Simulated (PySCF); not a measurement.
# GaN: from the state search to spectroscopic constants

An exercise on one series of results from a longer session: the logs are not shown, and one member is left open.

Method: Ga def2-TZVPPD, N def2-TZVPPD, no relativity; program: PySCF 2.14.0.

The first run:

The job is set up so:

| Item | Value |
| --- | --- |
| atoms | Ga, N |
| charge | 0 |
| basis | Ga def2-TZVPPD, N def2-TZVPPD |
| Hamiltonian | no relativity |
| basis functions | 91 |
| electrons treated | 38 |
| masses in u | 68.9256, 14.0031 |
| levels | PBE0, PBE, r²SCAN, revPBE, r²SCAN0, MN15, BP86, r²SCANh, HSE06, HF, MP2, SCS-MP2, CCSD, CCSD(T) |
| grid | 80 radial by 434 angular points |
| occupations | held fixed by the projection of orbital angular momentum |
| dissociation limit | Ga + N, each in its ground configuration |
| starting distance in angstrom | 1.860 |
| values of 2S to try | 0, 2, 4 |

Launch:

```
> OMP_NUM_THREADS=2 python dia.py task.json out
```

Among the steps run: Input; The PBE0 curve of the state that the search chose; Excited determinants; PBE (GGA); r²SCAN (meta-GGA); revPBE (GGA); r²SCAN0 (hybrid meta-GGA); MN15 (hybrid meta-GGA); BP86 (GGA); r²SCANh; HSE06 (range-separated hybrid); UHF; Correlated methods on the Hartree–Fock reference.

One table of the session follows, with a row left open; its other results are not shown here.

Energy (eV) from each level's lowest point:

| R (Å) | UHF | UHF-MP2 | UHF-SCS-MP2 | UHF-CCSD | UHF-CCSD(T) |
| --- | --- | --- | --- | --- | --- |
| 1.725 | 0.678 | 0.637 | 0.665 | n/a | n/a |
| 1.805 | 0.282 | 0.263 | 0.282 | 0.290 | 0.301 |
| 1.886 | 0.075 | 0.068 | 0.079 | 0.084 | 0.091 |
| 1.946 | 0.010 | 0.007 | 0.012 | 0.015 | 0.019 |
| 2.006 | 0.000 | 0.000 | 0.000 | 0.000 | 0.000 |
| 2.066 | 0.032 | 0.035 | 0.030 | 0.026 | 0.022 |
| 2.146 | ? | ? | ? | ? | ? |
| 2.247 | 0.268 | 0.316 | 0.303 | 0.254 | 0.239 |
| 2.367 | 0.455 | 0.635 | 0.630 | 0.471 | 0.453 |
| 2.528 | 0.628 | 1.118 | 1.141 | n/a | n/a |

Q: Estimate the row for R (Å) = 2.146 from the others.

Worked estimate for «UHF». A straight line through the neighbours (2.066, 0.032) and (2.247, 0.268) gives 0.032 + (0.268 − 0.032) × (2.146 − 2.066) / (2.247 − 2.066) = 0.136; a parabola fitted to 4 rows on both sides gives 0.128.

The run gave: UHF: 0.118; UHF-MP2: 0.131; UHF-SCS-MP2: 0.121; UHF-CCSD: 0.105; UHF-CCSD(T): 0.096. In «UHF» the line misses by +0.018 and the parabola by +0.010.
